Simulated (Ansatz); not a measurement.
# GaH5O4Si: how energies converge with the basis set

The task here is to estimate one member of a computed series from the others.

The runs use Ansatz 0.2.0, Gaussian basis; one geometry, several basis sets.

The runs, in order: PBE0-D4/def2-SVP; ωB97M-V/def2-SVP; PBE0-D4/def2-QZVPP; ωB97M-V/def2-QZVPP; the functionals' def2-TZVPP values are taken from earlier runs.

### Structure used throughout

An earlier PBE0-D4 in a triple-zeta def2 set relaxation fixed the geometry.

11 atoms, charge 0, spin multiplicity 1.

Atoms are counted from 1 here; the program's logs count them from 0.

Bond lengths: O1–Si2 1.697 Å, O1–H7 0.960 Å, Si2–O3 1.629 Å, Si2–O4 1.626 Å, Si2–O5 1.596 Å, O3–H8 0.959 Å, O4–H9 0.958 Å, O5–Ga6 1.875 Å, Ga6–H10 1.561 Å, Ga6–H11 1.562 Å. Angles: Si2–O1–H7 119.6°, O1–Si2–O3 113.4°, O1–Si2–O4 104.6°, O1–Si2–O5 96.6°, O3–Si2–O4 106.2°, O3–Si2–O5 115.1°, O4–Si2–O5 120.2°, Si2–O3–H8 116.0°, Si2–O4–H9 117.0°, Si2–O5–Ga6 102.2°, O5–Ga6–H10 113.4°, O5–Ga6–H11 114.8°, H10–Ga6–H11 128.8°.

The first run:

Input file in.yaml:

```yaml
crystal:
  periodic: [false, false, false]
  atoms:
    - {symbol: O, position_ang: [0.064309, -0.874367, -0.823072]}
    - {symbol: Si, position_ang: [-0.149418, -0.174726, 0.708079]}
    - {symbol: O, position_ang: [0.779746, -0.849549, 1.862915]}
    - {symbol: O, position_ang: [-1.688618, -0.520200, 1.104176]}
    - {symbol: O, position_ang: [0.259201, 1.310098, 0.290927]}
    - {symbol: Ga, position_ang: [0.430674, 1.165799, -1.571123]}
    - {symbol: H, position_ang: [-0.539057, -1.558541, -1.120611]}
    - {symbol: H, position_ang: [1.665309, -0.493050, 1.951292]}
    - {symbol: H, position_ang: [-1.874470, -0.673051, 2.031389]}
    - {symbol: H, position_ang: [1.913434, 1.151630, -2.057877]}
    - {symbol: H, position_ang: [-0.861130, 1.515957, -2.376095]}
basis:
  gaussian: {orbitals: def2-SVP}
hamiltonian: {xc: pbe0, dispersion: d4}
output: {orbitals: {seedname: orbitals}}
```

Run with:

```console
$ ansatz run in.yaml --threads 2 --pin off --events-out ev --progress --plain --max-ram 32768MiB --backend cpu
```

Steps of the session up to this table: PBE0-D4 in def2-SVP; ωB97M-V in def2-SVP; PBE0-D4 in def2-QZVPP; ωB97M-V in def2-QZVPP.

One table of the session follows, with a row left open; its other results are not shown here.

It belongs to the step «Density functionals: the series». 

```
functional       basis  HOMO (eV)  LUMO (eV)
   PBE0-D4    def2-SVP      -7.87       0.00
   PBE0-D4  def2-TZVPP      -8.00      -0.27
   PBE0-D4  def2-QZVPP      -8.03      -0.48
   ωB97M-V    def2-SVP     -10.09       1.69
   ωB97M-V  def2-TZVPP          ?          ?
   ωB97M-V  def2-QZVPP     -10.30       0.79
```

Estimate the missing values for ωB97M-V, def2-TZVPP.

As computed: HOMO (eV): -10.26; LUMO (eV): 1.29. In the column «HOMO (eV)» it lies between ωB97M-V, def2-QZVPP (-10.30) and ωB97M-V, def2-SVP (-10.09).
